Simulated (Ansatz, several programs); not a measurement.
TlZnBr3 in the cubic perovskite structure, relaxed with r2SCAN in Ansatz (plane waves, PAW): space group Pm-3m (No. 221), cubic; a = 5.200 Å in the conventional setting, 28.13 Å³ an atom. Tl is surrounded by 12 Br at 3.68 Å; Zn is surrounded by 6 Br at 2.60 Å; Br is surrounded by 2 Zn at 2.60 Å and 4 Tl at 3.68 Å. The cell was then scaled with its shape and fractional coordinates held. Note: simulated data, non-magnetic, for a generated structure that need not be the stable one.

```csv
V (Å³/atom),E (meV/atom)
26.441,13.06
28.129,0.00
28.972,2.60
29.816,10.01
```

(1) Pass a cubic E = c₀ + c₁u + c₂u² + c₃u³, with u = V − 28.340 Å³, through these points.

(2) Where is the minimum, and what bulk modulus follows?

(3) Predict the energy and the pressure at the withheld volume, 27.285 Å³.

Results:

(1) c₀ = 0.15, c₁ = +1.533, c₂ = 3.882, c₃ = -0.2665 (meV and Å³).

(2) dE/du = 0 at u = -0.194, so V₀ = 28.15 Å³. B = V₀ d²E/dV² = 28.15 × (2c₂ + 6c₃u) = 28.15 × 8.073 = 227 meV/Å³, and 1 meV/Å³ is 0.16022 GPa: 36 GPa. A third-order Birch-Murnaghan fit to all five points gives 28.14 Å³ and 36 GPa.

(3) With u = -1.055: E ≈ 3.17 meV and P = −dE/dV ≈ +1.21 GPa. The run gives 3.13 meV and, from its stress, +1.20 GPa.
